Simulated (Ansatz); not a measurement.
# KAg: the cost of one run

Method: DFT PBE, scalar-relativistic, plane waves, PAW, in Ansatz 0.2.0.

### Step 1. Starting point

It takes space group Pm-3m (No. 221, cubic). Conventional cell: a = 3.864 Å, b = 3.864 Å, c = 3.864 Å, α = 90.00°, β = 90.00°, γ = 90.00°. Around K (site symmetry m-3m) lie 8 Ag at 3.35 Å. Ag (site symmetry m-3m) has 8 K at 3.35 Å as nearest neighbours.

As a file:

```cif
data_structure
_symmetry_space_group_name_H-M 'P 1'
_symmetry_Int_Tables_number 1
_cell_length_a 3.8642
_cell_length_b 3.8642
_cell_length_c 3.8642
_cell_angle_alpha 90.000
_cell_angle_beta 90.000
_cell_angle_gamma 90.000
_cell_volume 57.70
loop_
_atom_site_label
_atom_site_type_symbol
_atom_site_fract_x
_atom_site_fract_y
_atom_site_fract_z
_atom_site_occupancy
K1 K 0.00000 0.00000 0.00000 1
Ag1 Ag 0.50000 0.50000 0.50000 1
```

This is candidate A: caesium chloride type (Pm-3m, No. 221).

(A quick probe on a coarse mesh, which set the mesh and smearing, is not shown.)

### Step 3. The relaxation (candidate A)

input.yaml

```yaml
crystal:
  lattice:
    - [3.864212267, 0.0, 0.0]
    - [0.0, 3.864212267, 0.0]
    - [0.0, 0.0, 3.864212267]
  atoms:
    - { symbol: K, position: [0.0, 0.0, 0.0] }
    - { symbol: Ag, position: [0.5, 0.5, 0.5] }
basis:
  ecutwfc: 420
kpoints:
  mp_grid: { grid: [14, 14, 14] }
hamiltonian:
  xc: pbe
scf:
  occupations: { method: gaussian, width: 0.1 }
output:
  forces: true
  stress: true
  eigenvalues: true
relax:
  adjacent_minimum: "off"
  f_tol: 0.01
  max_steps: 80
  cell: { stress_tol: 0.05 }
```

The run is started by

```
> ansatz run input.yaml --threads 1 --pin off --max-ram 2560MiB --backend cpu --events-out ev --progress --plain --runs-dir out
```

What time and memory should one allow on 1 thread of Intel Xeon 6975P-C (Granite Rapids), shared host?

About 20 s, with a peak of 0.47 GiB.
